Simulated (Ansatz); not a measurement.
# SiO2: the cost of one run

Method: DFT LDA, scalar-relativistic, plane waves, PAW, in Ansatz 0.2.0.

1 further run of the same task is left out (set aside as unsound or not needed).

### 1 The system as given

The structure is tetragonal, space group I-42d (No. 122). Conventional cell: a = 4.925 Å, b = 4.925 Å, c = 7.287 Å, α = 90.00°, β = 90.00°, γ = 90.00°. Around Si (site symmetry -4) lie 4 O at 1.61 Å. O (site symmetry 2) has 2 Si at 1.61 Å as nearest neighbours.

Coordinates:

```cif
data_structure
_symmetry_space_group_name_H-M 'I-42d'
_symmetry_Int_Tables_number 122
_cell_length_a 4.9250
_cell_length_b 4.9250
_cell_length_c 7.2873
_cell_angle_alpha 90.000
_cell_angle_beta 90.000
_cell_angle_gamma 90.000
_cell_volume 176.76
loop_
_atom_site_label
_atom_site_type_symbol
_atom_site_symmetry_multiplicity
_atom_site_Wyckoff_symbol
_atom_site_fract_x
_atom_site_fract_y
_atom_site_fract_z
_atom_site_occupancy
Si1 Si 4 a 0.00000 0.00000 0.00000 1
O1 O 8 d 0.25000 0.59928 0.37500 1
```

This cell was relaxed beforehand with the same method: volume 14.73 Å³/atom, gap on the mesh 5.76 eV.

### 2 Zero of the scan

File input.yaml:

```yaml
crystal:
  lattice:
    - [-2.4624993918, 2.4624993918, 3.6436694681]
    - [2.4624993918, -2.4624993918, 3.6436694681]
    - [2.4624993918, 2.4624993918, -3.6436694681]
  atoms:
    - { symbol: Si, position: [0.0, 0.0, 0.0] }
    - { symbol: Si, position: [0.75, 0.25, 0.5] }
    - { symbol: O, position: [0.9742770127, 0.625, 0.8492770127] }
    - { symbol: O, position: [0.375, 0.2242770127, 0.3492770127] }
    - { symbol: O, position: [0.7757229873, 0.125, 0.1507229873] }
    - { symbol: O, position: [0.875, 0.0257229873, 0.6507229873] }
basis:
  ecutwfc: 420
kpoints:
  mp_grid: { grid: [8, 8, 8] }
hamiltonian:
  xc: lda
scf:
  occupations: { method: gaussian, width: 0.05 }
output:
  forces: true
  stress: true
  eigenvalues: true
```

Run with:

```console
> ansatz run input.yaml --threads 2 --pin off --max-ram 5120MiB --backend cpu --events-out ev --progress --plain --runs-dir out
```

Q: Estimate wall time and peak memory on 2 threads of Intel Xeon at 2.50GHz (Skylake/Cascade Lake), shared host.

About 8.9 s, with a peak of 0.38 GiB.
